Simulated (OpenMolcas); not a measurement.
# Ir³⁺ among point charges: CASSCF and CASPT2 levels and susceptibility

Aim: the splitting of the states of Ir³⁺ in the field of 6 point charges, its lowest levels with spin-orbit coupling and its magnetic susceptibility.

Method: state-averaged CASSCF and CASPT2, spin-orbit coupling by RASSI with atomic mean-field integrals. Code: OpenMolcas 26.06.

## Step 1: What is computed

| Quantity | Value |
| --- | --- |
| Species | Ir³⁺ (iridium, Z = 77, 74 electrons) |
| Basis | ANO-RCC-VDZP [7s6p4d2f], 59 functions |
| Scalar Hamiltonian | DKH2, point nucleus |
| Inactive shells | 1s 2s 2p 3s 3p 3d 4s 4p 4d 4f 5s 5p |
| Active space | 6 electrons in 5 orbitals (5d) |
| Some configurations of this space | 5d6 |
| Orbitals | optimised for each spin and parity, averaged over all roots |

Outer shells as boxes (Hund's rule):

5d6
```
5d [↑↓][↑ ][↑ ][↑ ][↑ ]
```

The ion sits among 6 point charges of -1.7 e arranged as a trigonal antiprism (D3d), 1.9 Å from the ion, with a polar angle of 49.3° against the regular 54.74°.

The work runs as a chain of OpenMolcas steps in one folder; each step below is one input file. Labels, J, g values, rates, χT and fits are worked out afterwards by a script from the matrices that RASSI stores. The input lists half of the charges; inversion (Group=XYZ) makes the rest.

## Step 2: Basis and integrals

File a.inp:

```
&GATEWAY
Coord
1

Ir 0.0 0.0 0.0
Basis=ANO-RCC-VDZP
Group=XYZ
NoMove
AngMom=0.0 0.0 0.0
AMFI
XField
3 Angstrom 0
0.000000 1.439634 1.239941 -1.700000
1.246760 -0.719817 1.239941 -1.700000
1.246760 0.719817 -1.239941 -1.700000
&SEWARD
```

The run is started by

```sh
$ OMP_NUM_THREADS=1 MOLCAS_MEM=1689 MOLCAS_PROJECT=a pymolcas a.inp > a.log
```

Standard output:

```text
Basis set label: IR.ANO-RCC...7S6P4D2F.

      Electronic valence basis set:
      ------------------
      Associated Effective Charge  77.000000 au
      Associated Actual Charge     77.000000 au
      Nuclear Model: Point charge

      Shell  nPrim  nBasis  Cartesian Spherical Contaminant
         s      24       7        X
         p      21       6        X
         d      15       4                 X
         f      11       2                 X
                  Relativistic Douglas-Kroll-Hess integrals:
                    - DKH order of Hamiltonian: 2
                    - DKH order of Properties : 0
                  Atomic mean-field integrals
```

## Step 3: Reference wave functions, quintets of even parity, 5 roots

File a.inp:

```
&RASSCF
FileOrb=start.orb
Symmetry=1
Spin=5
nActEl=6 0 0
Inactive=15 19
Ras2=5 0
CIRoot=5 5 1
SDav=5
CIMx=300
Iter=120 100
PrWF=0.3
OrbListing=Nothing
MaxOrb=0
>>> COPY $Project.JobIph JOB001
```

start.orb holds the contracted functions of the basis, ordered by shell, or the orbitals of the step before.

Standard output (excerpt; [...] marks lines left out):

```text
[...]
      Number of active orbitals                  5
[...]
      Spin quantum number                      2.0
[...]
      Active orbitals                            5   0
[...]
      Number of CSFs                             5
      Number of root(s) required                 5
[...]
      Convergence after 15 iterations
[...]
      Natural orbitals and occupation numbers for root  1
      sym 1:   1.000000   1.000000   1.000000   1.000000   2.000000
      Natural orbitals and occupation numbers for root  2
      sym 1:   2.000000   1.000000   1.000000   1.000000   1.000000
      Natural orbitals and occupation numbers for root  3
      sym 1:   1.000000   1.000000   2.000000   1.000000   1.000000
::    RASSCF root number  1 Total energy: -17817.36293162
::    RASSCF root number  2 Total energy: -17817.36293160
::    RASSCF root number  3 Total energy: -17817.34422042
::    RASSCF root number  4 Total energy: -17817.28415067
::    RASSCF root number  5 Total energy: -17817.28415065
```

## Step 4: Reference wave functions, triplets of even parity, 45 roots

File a.inp:

```
&RASSCF
FileOrb=start.orb
Symmetry=1
Spin=3
nActEl=6 0 0
Inactive=15 19
Ras2=5 0
CIRoot=45 45 1
SDav=45
CIMx=300
Iter=120 100
PrWF=0.3
OrbListing=Nothing
MaxOrb=0
>>> COPY $Project.JobIph JOB002
```

Standard output (excerpt; [...] marks lines left out):

```text
[...]
      Number of active orbitals                  5
[...]
      Spin quantum number                      1.0
[...]
      Active orbitals                            5   0
[...]
      Number of CSFs                            45
      Number of root(s) required                45
[...]
      Convergence after  9 iterations
[...]
      Natural orbitals and occupation numbers for root  1
      sym 1:   1.758857   0.253016   1.960494   0.804570   1.223063
      Natural orbitals and occupation numbers for root  2
      sym 1:   1.964314   0.801502   1.221563   0.256020   1.756601
      Natural orbitals and occupation numbers for root  3
      sym 1:   1.944312   0.534263   1.493580   0.534263   1.493581
::    RASSCF root number  1 Total energy: -17817.32833535
::    RASSCF root number  2 Total energy: -17817.32833533
::    RASSCF root number  3 Total energy: -17817.32275322
[...]
::    RASSCF root number 27 Total energy: -17817.19577879
::    RASSCF root number 28 Total energy: -17817.18800287
::    RASSCF root number 29 Total energy: -17817.18800283
::    RASSCF root number 30 Total energy: -17817.18714265
```

## Step 5: Reference wave functions, singlets of even parity, 50 roots

File a.inp:

```
&RASSCF
FileOrb=start.orb
Symmetry=1
Spin=1
nActEl=6 0 0
Inactive=15 19
Ras2=5 0
CIRoot=50 50 1
SDav=50
CIMx=300
Iter=120 100
PrWF=0.3
OrbListing=Nothing
MaxOrb=0
>>> COPY $Project.JobIph JOB003
```

Standard output (excerpt; [...] marks lines left out):

```text
[...]
      Number of active orbitals                  5
[...]
      Spin quantum number                      0.0
[...]
      Active orbitals                            5   0
[...]
      Number of CSFs                            50
      Number of root(s) required                50
[...]
      Convergence after  9 iterations
[...]
      Natural orbitals and occupation numbers for root  1
      sym 1:   1.967093   0.046010   1.973795   0.046010   1.967093
      Natural orbitals and occupation numbers for root  2
      sym 1:   1.791590   0.227741   1.975922   0.819140   1.185606
      Natural orbitals and occupation numbers for root  3
      sym 1:   1.786408   0.819126   1.186480   0.227915   1.980071
::    RASSCF root number  1 Total energy: -17817.33770043
::    RASSCF root number  2 Total energy: -17817.29292988
::    RASSCF root number  3 Total energy: -17817.29292985
[...]
::    RASSCF root number 27 Total energy: -17817.15192247
::    RASSCF root number 28 Total energy: -17817.14955582
::    RASSCF root number 29 Total energy: -17817.14955582
::    RASSCF root number 30 Total energy: -17817.14177965
```

[end of part 1 of 2]
